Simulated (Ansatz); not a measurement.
# C3H10N2O2W: the cost of one run

Program: Ansatz 0.2.0, Gaussian basis. Level of theory: the settings change from run to run. These are calculated values, not measurements.

## Step 1: The relaxed structure

The structure was relaxed beforehand with PBE0-D4 in a triple-zeta def2 set. W takes a core potential in def2 sets; no spin-orbit term is included.

18 atoms, charge 0, spin multiplicity 1.

Atoms are counted from 1 here; the program's logs count them from 0.

Bond lengths: C1–N2 1.420 Å, C1–H9 1.096 Å, C1–H10 1.095 Å, C1–H11 1.096 Å, N2–W3 1.755 Å, W3–O4 1.719 Å, W3–O5 1.911 Å, W3–N6 1.942 Å, O5–H12 0.958 Å, N6–C7 1.444 Å, N6–C8 1.449 Å, C7–H13 1.098 Å, C7–H14 1.098 Å, C7–H15 1.089 Å, C8–H16 1.092 Å, C8–H17 1.098 Å, C8–H18 1.097 Å. Angles: N2–C1–H9 110.1°, N2–C1–H10 110.5°, N2–C1–H11 112.1°, H9–C1–H10 107.3°, H9–C1–H11 108.2°, H10–C1–H11 108.4°, C1–N2–W3 154.2°, N2–W3–O4 112.1°, N2–W3–O5 110.2°, N2–W3–N6 105.5°, O4–W3–O5 109.4°, O4–W3–N6 109.0°, O5–W3–N6 110.6°, W3–O5–H12 123.0°, W3–N6–C7 128.4°, W3–N6–C8 118.5°, C7–N6–C8 113.0°, N6–C7–H13 110.7° and more.

Coordinates:

```mol
C3H10N2O2W
  3D, bonds by distance, orders not assigned

 18 17  0  0  0  0  0  0  0  0999 V2000
   -1.0774    2.8734   -0.1142 C   0  0
   -0.7147    1.5552   -0.4971 N   0  0
   -0.9596   -0.1780   -0.6185 W   0  0
   -2.4101   -0.6804    0.1547 O   0  0
   -1.0001   -0.7110   -2.4528 O   0  0
    0.5552   -0.9798    0.2941 N   0  0
    1.7793   -0.3472    0.7253 C   0  0
    0.4571   -2.3643    0.7113 C   0  0
   -0.3086    3.3005    0.5393 H   0  0
   -1.1540    3.5217   -0.9937 H   0  0
   -2.0335    2.8995    0.4200 H   0  0
   -0.7551   -0.1265   -3.1711 H   0  0
    2.6517   -0.8534    0.2922 H   0  0
    1.8776   -0.3921    1.8184 H   0  0
    1.7971    0.6963    0.4158 H   0  0
   -0.4943   -2.8033    0.4033 H   0  0
    0.5253   -2.4486    1.8036 H   0  0
    1.2639   -2.9619    0.2694 H   0  0
  1  2  8  0
  2  3  8  0
  3  4  8  0
  3  5  8  0
  3  6  8  0
  6  7  8  0
  6  8  8  0
  1  9  8  0
  1 10  8  0
  1 11  8  0
  5 12  8  0
  7 13  8  0
  7 14  8  0
  7 15  8  0
  8 16  8  0
  8 17  8  0
  8 18  8  0
M  END
```

## Step 2: PBEsol/def2-mTZVP

Options: D3(BJ) dispersion, high accuracy.

in.yaml reads:

```yaml
crystal:
  periodic: [false, false, false]
  atoms:
    - {symbol: C, position_ang: [-1.077371, 2.873444, -0.114234]}
    - {symbol: N, position_ang: [-0.714657, 1.555181, -0.497132]}
    - {symbol: W, position_ang: [-0.959595, -0.177976, -0.618494]}
    - {symbol: O, position_ang: [-2.410115, -0.680449, 0.154732]}
    - {symbol: O, position_ang: [-1.000064, -0.710960, -2.452794]}
    - {symbol: N, position_ang: [0.555247, -0.979765, 0.294070]}
    - {symbol: C, position_ang: [1.779335, -0.347176, 0.725318]}
    - {symbol: C, position_ang: [0.457077, -2.364289, 0.711348]}
    - {symbol: H, position_ang: [-0.308604, 3.300503, 0.539287]}
    - {symbol: H, position_ang: [-1.154020, 3.521713, -0.993722]}
    - {symbol: H, position_ang: [-2.033486, 2.899480, 0.420041]}
    - {symbol: H, position_ang: [-0.755070, -0.126536, -3.171094]}
    - {symbol: H, position_ang: [2.651679, -0.853438, 0.292172]}
    - {symbol: H, position_ang: [1.877602, -0.392136, 1.818389]}
    - {symbol: H, position_ang: [1.797141, 0.696269, 0.415817]}
    - {symbol: H, position_ang: [-0.494298, -2.803325, 0.403306]}
    - {symbol: H, position_ang: [0.525280, -2.448592, 1.803569]}
    - {symbol: H, position_ang: [1.263920, -2.961948, 0.269400]}
basis:
  gaussian: {orbitals: def2-mTZVP}
hamiltonian: {xc: {name: PBEsol}, dispersion: d3bj}
accuracy: high
output: {forces: true}
```

On the command line:

```sh
$ ansatz run in.yaml --threads 4 --pin off --events-out ev --progress --plain --max-ram 66560MiB --backend cpu
```

Q: Estimate wall time and peak memory on 4 threads of AMD EPYC 7R13, shared host.

About 16 s, with a peak of 1.3 GiB.
